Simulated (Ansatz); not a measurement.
# H6OSn: the cost of one run

Method: PBE0-D4/def2-SVP; program: Ansatz 0.2.0, Gaussian basis.

23 further runs of the same task are left out: 1 that didn't finish, 22 set aside as unsound or not needed.

### Step 1. The starting structure

The first end: 8 atoms, charge 0, spin multiplicity 1.

Atoms are counted from 1 here; the program's logs count them from 0.

Bond lengths: Sn1–H2 1.704 Å, Sn1–H3 1.699 Å, Sn1–H4 1.715 Å, Sn1–H5 1.704 Å, H6–O7 0.960 Å, O7–H8 0.960 Å. Angles: H2–Sn1–H3 111.4°, H2–Sn1–H4 107.5°, H2–Sn1–H5 110.7°, H3–Sn1–H4 108.3°, H3–Sn1–H5 111.3°, H4–Sn1–H5 107.5°, H6–O7–H8 105.4°.

As a file:

```
Sn   -1.1521    0.2816   -0.4036
H    -1.1481   -0.0425    1.2695
H    -0.8374   -1.1217   -1.3082
H    -2.7181    0.8475   -0.8144
H    -0.0455    1.5225   -0.7783
H     1.7778   -0.7899    1.3844
O     1.7327   -0.6819    0.4314
H     2.3906   -0.0155    0.2194
```

The second end:

```xyz
8
charge 0, multiplicity 1
Sn   -0.5781   -0.1758   -1.1796
H     0.3405    0.7617    3.1771
H    -0.4402   -1.4879   -2.2654
H    -2.0085   -0.2243   -0.2662
H    -0.3551    1.3131   -1.9879
H     0.4933    0.4789    2.5005
O     0.8294   -0.3558    0.1894
H     1.7186   -0.3097   -0.1678
```

### Step 2. The band at PBE0-D4/def2-SVP

neb/in.yaml reads:

```yaml
crystal:
  periodic: [false, false, false]
  atoms:
    - {symbol: Sn, position_ang: [-1.152069, 0.281610, -0.403621]}
    - {symbol: H, position_ang: [-1.148080, -0.042463, 1.269525]}
    - {symbol: H, position_ang: [-0.837358, -1.121723, -1.308236]}
    - {symbol: H, position_ang: [-2.718101, 0.847537, -0.814386]}
    - {symbol: H, position_ang: [-0.045469, 1.522522, -0.778327]}
    - {symbol: H, position_ang: [1.777788, -0.789933, 1.384380]}
    - {symbol: O, position_ang: [1.732687, -0.681937, 0.431369]}
    - {symbol: H, position_ang: [2.390602, -0.015513, 0.219394]}
basis:
  gaussian: {orbitals: def2-SVP}
hamiltonian: {xc: pbe0, dispersion: d4}
neb:
  images: 5
  climbing: true
  max_iterations: 40
  initial_path: idpp
  final_atoms:
    - {symbol: Sn, position_ang: [-0.578108, -0.175767, -1.179550]}
    - {symbol: H, position_ang: [0.340500, 0.761656, 3.177069]}
    - {symbol: H, position_ang: [-0.440220, -1.487938, -2.265407]}
    - {symbol: H, position_ang: [-2.008459, -0.224289, -0.266179]}
    - {symbol: H, position_ang: [-0.355053, 1.313062, -1.987894]}
    - {symbol: H, position_ang: [0.493306, 0.478893, 2.500484]}
    - {symbol: O, position_ang: [0.829414, -0.355789, 0.189360]}
    - {symbol: H, position_ang: [1.718621, -0.309727, -0.167786]}
```

On the command line:

```
$ ansatz run in.yaml --threads 2 --pin off --events-out ev --progress --plain --max-ram 4352MiB
```

**Question.** How long does this run take on 2 threads of Arm Neoverse N1, shared host?

About 7.9 min.
